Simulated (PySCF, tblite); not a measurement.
# C3H13B2NSi: geometry, infrared bands and NMR shifts

What infrared bands and NMR shifts should C3H13B2NSi (`CB(C)NBC[SiH3]`) show?

Programs: tblite 0.8.0 and PySCF 2.14.0, with density-fitted response routines of our own. Each step states its level of theory. These are calculated values for one molecule in the gas phase, unless marked as measured. Atoms count from 0, in the outputs and in this text.

**1. The molecule as given**

20 atoms, charge 0, multiplicity 1; geometry from: force field or distance geometry start.

Bonds of the start (Å): C0–B1 1.58, B1–C2 1.58, B1–N3 1.51, N3–B4 1.52, B4–C5 1.59, C5–Si6 1.86, C0–H7 1.11, C0–H8 1.11, C0–H9 1.12, C2–H10 1.11, C2–H11 1.11, C2–H12 1.11, N3–H13 1.04, B4–H14 1.20, C5–H15 1.09, C5–H16 1.12, Si6–H17 1.47, Si6–H18 1.48, Si6–H19 1.47.

**2. Optimising the geometry with GFN2-xTB**

The job: settings as JSON, then the geometry in Å.

```
{"job": {"kind": "relax", "xc": "GFN2-xTB", "basis": "xTB"}, "charge": 0, "multiplicity": 1}
C     -2.082500     1.534600    -0.229500
B     -1.865900    -0.013600     0.020700
C     -2.677500    -1.058000    -0.851400
N     -0.549200    -0.461400     0.596200
B      0.643300    -0.147400    -0.287100
C      1.980800    -0.921500     0.079900
Si     3.445200     0.223100     0.228700
H     -2.130300     1.659600    -1.329500
H     -1.202800     2.092600     0.163600
H     -3.037400     1.832300     0.264300
H     -2.554200    -2.071400    -0.413400
H     -2.222500    -1.094500    -1.867000
H     -3.754600    -0.772900    -0.886700
H     -0.319600    -0.090400     1.536100
H      0.675400     0.948200    -0.771400
H      2.154100    -1.695700    -0.660800
H      1.876500    -1.438400     1.065400
H      3.068200     1.475400     0.900400
H      4.453200    -0.438400     1.095200
H      4.094700     0.448600    -1.066400
```

Run with:

```console
$ OMP_NUM_THREADS=1 python probes_run.py task.json out
```

One launch serves the whole session: the jobs run in the order shown.

**Question.** This job is followed by: GFN2-xTB harmonic vibrations, gas phase; GIAO PBE0/pcSseg-1 NMR shielding, non-relativistic, gas phase. What will the session give for the following? strongest single infrared mode (GFN2-xTB); zero-point energy (GFN2-xTB); 13C shifts against TMS (PBE0/pcSseg-1, means over atoms taken as alike); 1H shifts against TMS (PBE0/pcSseg-1, means over atoms taken as alike); 11B shifts against BF3·OEt2 (PBE0/pcSseg-1); 15N shifts against NH3 (PBE0/pcSseg-1); 29Si shifts against TMS (PBE0/pcSseg-1).

The runs gave:

```
                                                               quantity                             value
                              strongest single infrared mode (GFN2-xTB)             1392 cm⁻¹, 696 km/mol
                                           zero-point energy (GFN2-xTB)                     98.7 kcal/mol
13C shifts against TMS (PBE0/pcSseg-1, means over atoms taken as alike)                      8.4, 7.8 ppm
 1H shifts against TMS (PBE0/pcSseg-1, means over atoms taken as alike)  6.38, 5.93, 3.95, 0.69, 0.59 ppm
                            11B shifts against BF3·OEt2 (PBE0/pcSseg-1)                    55.4, 48.3 ppm
                                 15N shifts against NH3 (PBE0/pcSseg-1)                         186.3 ppm
                                29Si shifts against TMS (PBE0/pcSseg-1)                         -76.8 ppm
```

The optimisation took 212 steps and gained 2.041 eV; among the close pairs (by a distance rule), N3–B4 changed most, from 1.517 to 1.414 Å. The lowest mode is imaginary (70i cm⁻¹), so the xTB geometry is not a minimum. GFN2-xTB is a fitted tight-binding method: band positions and strengths are rough. Its intensities can rank the bands wrongly. At PBE0/pcSseg-1: The largest span, 253 ppm, is at N3, where the paramagnetic term is -243 ppm.
